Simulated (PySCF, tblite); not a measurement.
# C₆H₁₂Si: geometry, infrared bands and NMR shifts

Aim: predict the infrared bands and NMR shifts of C₆H₁₂Si (`CC[C@@H]1C=C([SiH3])C1`).

Programs: tblite 0.8.0 and PySCF 2.14.0, with density-fitted response routines of our own. Each step states its level of theory. These are calculated values for one molecule in the gas phase, unless marked as measured. Atoms count from 0, in the outputs and in this text.

## Step 1: The starting structure

19 atoms, charge 0, multiplicity 1; geometry from: force field or distance geometry start.

Bonds of the start (Å): C0–C1 1.52, C1–C2 1.55, C2–C3 1.52, C3–C4 1.36, C4–Si5 1.88, C4–C6 1.51, C6–C2 1.54, C0–H7 1.09, C0–H8 1.10, C0–H9 1.10, C1–H10 1.09, C1–H11 1.09, C2–H12 1.11, C3–H13 1.08, Si5–H14 1.47, Si5–H15 1.50, Si5–H16 1.49, C6–H17 1.10, C6–H18 1.10.

## Step 2: Geometry optimisation with GFN2-xTB

Job settings and geometry (Å):

```
{"job": {"kind": "relax", "xc": "GFN2-xTB", "basis": "xTB"}, "charge": 0, "multiplicity": 1}
C     -2.821800    -0.377600     0.095400
C     -1.711700     0.545400    -0.373900
C     -0.514400     0.459800     0.602200
C      0.723500     1.213900     0.142600
C      1.499000     0.102300     0.167000
Si     3.315200    -0.234200    -0.209000
C      0.355000    -0.811600     0.531400
H     -2.498200    -1.414600     0.127500
H     -3.165100    -0.107200     1.102500
H     -3.688200    -0.302500    -0.580100
H     -2.085400     1.568400    -0.407400
H     -1.409900     0.261000    -1.380100
H     -0.843800     0.713000     1.632700
H      0.911700     2.256700    -0.062400
H      3.432300    -1.183800    -1.331400
H      3.968800    -0.821800     1.002400
H      4.016500     1.031000    -0.564000
H      0.059500    -1.553100    -0.225800
H      0.446900    -1.335800     1.499400
```

Started as:

```bash
$ OMP_NUM_THREADS=1 python probes_run.py task.json out
```

This one command runs all jobs of the session in turn.

**Question.** This job is followed by: GFN2-xTB harmonic vibrations, gas phase; GIAO PBE0/pcSseg-1 NMR shielding, non-relativistic, gas phase. What will the session give for the following? strongest single infrared mode (GFN2-xTB); zero-point energy (GFN2-xTB); ¹³C shifts against TMS (PBE0/pcSseg-1); ¹H shifts against TMS (PBE0/pcSseg-1, means over atoms taken as alike); ²⁹Si shifts against TMS (PBE0/pcSseg-1).

The runs gave:

| quantity | value |
| --- | --- |
| strongest single infrared mode (GFN2-xTB) | 2233 cm⁻¹, 415 km/mol |
| zero-point energy (GFN2-xTB) | 97.4 kcal/mol |
| ¹³C shifts against TMS (PBE0/pcSseg-1) | 168.9, 150.8, 50.7, 41.2, 32.1, 14.4 ppm |
| ¹H shifts against TMS (PBE0/pcSseg-1, means over atoms taken as alike) | 7.22, 4.09, 2.77, 2.73, 2.11, 1.77, 1.12, 0.98 ppm |
| ²⁹Si shifts against TMS (PBE0/pcSseg-1) | -88.5 ppm |

**Reading.** Relaxing lowered the energy by 0.090 eV in 45 steps; the close pair that moved most is Si5–H15, from 1.497 to 1.467 Å. All 51 modes are real, so the xTB geometry is a minimum. The strongest single mode, at 2233 cm⁻¹, moves mainly H15 and H14. Unscaled tight-binding wavenumbers are off by several per cent, some by more. Its intensities can rank the bands wrongly. The most deshielded hydrogen is H13 (hydrogen on an alkene CH), at 7.22 ppm: olefinic region.
